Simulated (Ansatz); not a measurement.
What does this script print? It uses Ansatz 0.2.0, Python API.

`brh4nsi.py`
```python
"""Atomisation energy of BrH4NSi at the given geometry."""

from collections import Counter

import ansatz


def single_point(molecule, charge=0, unpaired=0):
    calc = (
        molecule.calculation()
        .basis(gaussian="cc-pVDZ")
        .correlation("ccsd_t")
    )
    if charge:
        calc = calc.charge(charge)
    if unpaired:
        calc = calc.spin("collinear", total=unpaired)
    report = calc.run(threads=1).report
    if report["published_state_doubts"]:
        print("  doubts:", report["published_state_doubts"])
    return report["free_energy_ev"]

geometry = (
    ansatz.Crystal.molecule()
    .atom("N", (-0.9633, -0.4919, -0.2375))
    .atom("Si", (0.5037, -0.0662, 0.4011))
    .atom("Br", (1.2133, 1.644, -0.7932))
    .atom("H", (-0.8223, -0.6337, -1.2436))
    .atom("H", (-1.5987, 0.3731, -0.2184))
    .atom("H", (0.314, 0.3411, 1.8124))
    .atom("H", (1.4146, -1.2345, 0.2335))
)

# Hund ground states
unpaired = {"N": 3, "Si": 2, "Br": 1, "H": 1}
counts = Counter(site.symbol for site in geometry.cartesian_sites)
atom_energy = {s: single_point(ansatz.Crystal.molecule().atom(s, (0, 0, 0)), 0, unpaired[s]) for s in counts}
whole = single_point(geometry, 0, 0)
for s, e in atom_energy.items():
    print(f"{s:2s} x{counts[s]}  {e:14.5f} eV")
print(f"BrH4NSi: {whole:.5f} eV")
split = sum(counts[s] * e for s, e in atom_energy.items()) - whole
print(f"atomisation energy (no zero-point term): {23.060548 * split:.1f} kcal/mol, {split / sum(counts.values()):.3f} eV an atom")
```

```console
$ python brh4nsi.py
N  x1     -1482.43554 eV
Si x1     -7861.78005 eV
Br x1    -70000.94230 eV
H  x4       -13.58606 eV
BrH4NSi: -79419.28126 eV
atomisation energy (no zero-point term): 456.1 kcal/mol, 2.826 eV an atom
```

456.1 kcal/mol from the electronic energies, without the zero-point term.

Caveats:
- Total energies depend on the basis set; only differences at equal settings carry meaning.
- The geometry is a force-field or estimated start, not a minimum of this method, and the basis set is short of its limit. All parts are taken at fixed geometry, without zero-point energy.
- In double-zeta sets correlated atomisation energies come out some 10 to 15 % low.
- For Al to Cl the sets with a tight d function, cc-pV(X+d)Z, are usual.
- The spin-orbit lowering of heavy atoms is left out.
- The whole script took 9.2 s on 1 thread of Intel(R) Xeon(R) Platinum 8375C CPU @ 2.90GHz (Ice Lake) (shared host), peak memory 0.29 GiB.

(Lines on the test bed's own set-up are left out of the output.)
